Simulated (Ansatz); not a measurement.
# Ba3O2: the cost of one run

Method: DFT PBE, scalar-relativistic, plane waves, PAW, in Ansatz 0.2.0.

2 further runs of the same task are left out: 2 set aside as unsound or not needed.

## Step 1: The structure to begin with

It takes space group P4/mbm (No. 127, tetragonal). The conventional cell has a = 8.440 Å, b = 8.440 Å, c = 4.240 Å, α = 90.00°, β = 90.00°, γ = 90.00°. Around Ba (site symmetry 4/m) lie 4 O at 3.36 Å and 8 Ba at 3.75 Å. Ba (site symmetry m2m) is surrounded by 6 O at 3.19 to 3.34 Å. O (site symmetry m2m) has 1 O at 2.86 Å and 8 Ba at 3.19 to 3.36 Å as nearest neighbours.

Coordinates:

```xyz
10
Lattice="8.4398 0.0000 0.0000 0.0000 8.4398 0.0000 0.0000 0.0000 4.2400" Properties=species:S:1:pos:R:3 pbc="T T T"
Ba    0.0000    0.0000    0.0000
Ba    4.2199    4.2199    0.0000
Ba    1.5192    5.7391    2.1200
Ba    2.7007    1.5192    2.1200
Ba    6.9207    2.7007    2.1200
Ba    5.7391    6.9207    2.1200
O     3.2071    7.4270    0.0000
O     1.0128    3.2071    0.0000
O     5.2327    1.0128    0.0000
O     7.4270    5.2327    0.0000
```

This is candidate A: Zr3Ga2 type (P4/mbm, No. 127).

(A quick probe on a coarse mesh, which set the mesh and smearing, is not shown.)

## Step 3: Rough relaxation on the coarse mesh (candidate A)

input.yaml reads:

```yaml
crystal:
  lattice:
    - [8.4398293685, 0.0, 0.0]
    - [0.0, 8.4398293685, 0.0]
    - [0.0, 0.0, 4.2400122504]
  atoms:
    - { symbol: Ba, position: [0.0, 0.0, 0.0] }
    - { symbol: Ba, position: [0.5, 0.5, 0.0] }
    - { symbol: Ba, position: [0.18, 0.68, 0.5] }
    - { symbol: Ba, position: [0.32, 0.18, 0.5] }
    - { symbol: Ba, position: [0.82, 0.32, 0.5] }
    - { symbol: Ba, position: [0.68, 0.82, 0.5] }
    - { symbol: O, position: [0.38, 0.88, 0.0] }
    - { symbol: O, position: [0.12, 0.38, 0.0] }
    - { symbol: O, position: [0.62, 0.12, 0.0] }
    - { symbol: O, position: [0.88, 0.62, 0.0] }
basis:
  ecutwfc: 420
kpoints:
  mp_grid: { grid: [2, 2, 4] }
hamiltonian:
  xc: pbe
scf:
  occupations: { method: gaussian, width: 0.1 }
  lower_state_search: "off"
output:
  forces: true
  stress: true
  eigenvalues: true
relax:
  adjacent_minimum: "off"
  f_tol: 0.04
  max_steps: 70
  cell: { stress_tol: 0.4 }
```

Started as:

```
$ ansatz run input.yaml --threads 1 --pin off --max-ram 2560MiB --backend cpu --events-out ev --progress --plain --runs-dir out
```

**Question.** How long does this run take on 1 thread of Arm Neoverse V1, shared host, and how much memory does it need?

About 2.8 min, with a peak of 0.54 GiB.
